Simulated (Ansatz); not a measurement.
# BeSi3Hg2: the cost of one run

Computed with Ansatz 0.2.0 (DFT PBE, scalar-relativistic, plane waves, PAW, unless a step's input says otherwise).

### Step 1. The system as given

The structure is hexagonal, space group P6/mmm (No. 191). The conventional cell has a = 5.756 Å, b = 5.756 Å, c = 3.505 Å, α = 90.00°, β = 90.00°, γ = 120.00°. Around Be (site symmetry 6/mmm) lie 6 Hg at 3.32 Å and 12 Si at 3.37 Å and 2 Be at 3.51 Å. Around Si (site symmetry mmm) lie 4 Hg at 2.42 Å and 4 Be at 3.37 Å. Hg (site symmetry -6m2) is surrounded by 6 Si at 2.42 Å.

As a file:

```cif
data_structure
_symmetry_space_group_name_H-M 'P6/mmm'
_symmetry_Int_Tables_number 191
_cell_length_a 5.7564
_cell_length_b 5.7564
_cell_length_c 3.5052
_cell_angle_alpha 90.000
_cell_angle_beta 90.000
_cell_angle_gamma 120.000
_cell_volume 100.59
loop_
_atom_site_label
_atom_site_type_symbol
_atom_site_symmetry_multiplicity
_atom_site_Wyckoff_symbol
_atom_site_fract_x
_atom_site_fract_y
_atom_site_fract_z
_atom_site_occupancy
Be1 Be 1 a 0.00000 0.00000 0.00000 1
Si1 Si 3 g 0.50000 0.00000 0.50000 1
Hg1 Hg 2 c 0.33333 0.66667 0.00000 1
```

This is candidate A: ScCo3B2 type (P6/mmm, No. 191).

(A quick probe on a coarse mesh, which set the mesh and smearing, is not shown.)

### Step 3. A loose first relaxation (candidate A)

Input file input.yaml:

```yaml
crystal:
  lattice:
    - [5.7564301925, 0.0, 0.0]
    - [-2.8782150962, 4.9852147817, 0.0]
    - [0.0, 0.0, 3.5051932808]
  atoms:
    - { symbol: Be, position: [0.0, 0.0, 0.0] }
    - { symbol: Si, position: [0.5, 0.0, 0.5] }
    - { symbol: Si, position: [0.5, 0.5, 0.5] }
    - { symbol: Si, position: [0.0, 0.5, 0.5] }
    - { symbol: Hg, position: [0.3333333333, 0.6666666667, 0.0] }
    - { symbol: Hg, position: [0.6666666667, 0.3333333333, 0.0] }
basis:
  ecutwfc: 420
kpoints:
  mp_grid: { grid: [6, 6, 6] }
hamiltonian:
  xc: pbe
scf:
  occupations: { method: gaussian, width: 0.1 }
  lower_state_search: "off"
output:
  forces: true
  stress: true
  eigenvalues: true
relax:
  adjacent_minimum: "off"
  f_tol: 0.04
  max_steps: 70
  cell: { stress_tol: 0.4 }
```

Launch:

```
ansatz run input.yaml --threads 1 --pin off --max-ram 2560MiB --backend cpu --events-out ev --progress --plain --runs-dir out
```

Q: Estimate wall time and peak memory on 1 thread of Arm Neoverse V1, shared host.

About 2.8 min, with a peak of 0.37 GiB.
